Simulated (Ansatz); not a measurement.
# C2H4BNS: the cost of one run

Method: RKS B3LYP/def2-SVP, in Ansatz 0.2.0.

## 1. Starting point

Bond lengths: S1–C2 1.750 Å, C2–C3 1.334 Å, C3–B4 1.529 Å, C3–N5 1.452 Å, B4–N5 1.559 Å, S1–H6 1.477 Å, C2–H7 1.110 Å, B4–H8 1.158 Å, N5–H9 1.035 Å. Angles: S1–C2–C3 119.4°, S1–C2–H7 119.8°, C3–C2–H7 120.8°, C2–S1–H6 91.8°, C2–C3–B4 145.1°, C2–C3–N5 151.7°, B4–C3–N5 63.0°, C3–B4–N5 56.1°, C3–B4–H8 155.3°, N5–B4–H8 148.4°, C3–N5–B4 60.9°, C3–N5–H9 145.1°, B4–N5–H9 154.0°.

Structure file:

```xyz
9

S    -0.6969    1.2140    1.9752
C     0.4700    0.7991    0.7394
C     0.1980   -0.1916   -0.1122
B     0.7465   -1.0544   -1.2485
N    -0.6593   -1.2546   -0.6056
H    -1.3519    2.1991    1.0909
H     1.4378    1.3411    0.6904
H     1.5098   -1.3587   -2.0638
H    -1.5654   -1.7402   -0.4829
```

## 2. Relaxing end A

input.yaml

```yaml
crystal:
  periodic: [false, false, false]
  atoms:
    - { symbol: S, position_ang: [-0.6969, 1.214, 1.9752] }
    - { symbol: C, position_ang: [0.47, 0.7991, 0.7394] }
    - { symbol: C, position_ang: [0.198, -0.1916, -0.1122] }
    - { symbol: B, position_ang: [0.7465, -1.0544, -1.2485] }
    - { symbol: "N", position_ang: [-0.6593, -1.2546, -0.6056] }
    - { symbol: H, position_ang: [-1.3519, 2.1991, 1.0909] }
    - { symbol: H, position_ang: [1.4378, 1.3411, 0.6904] }
    - { symbol: H, position_ang: [1.5098, -1.3587, -2.0638] }
    - { symbol: H, position_ang: [-1.5654, -1.7402, -0.4829] }
basis:
  gaussian: { orbitals: def2-SVP }
hamiltonian:
  xc: b3lyp
relax:
  f_tol: 0.02
  max_steps: 50
```

Command:

```bash
> ansatz run input.yaml --threads 2 --pin off --max-ram 3072MiB --backend cpu --events-out ev --progress --plain --runs-dir out
```

**Question.** How long does this run take on 2 threads of AMD EPYC 7R43 (Zen 3), shared host, and how much memory does it need?

About 41 s, with a peak of 0.2 GiB.
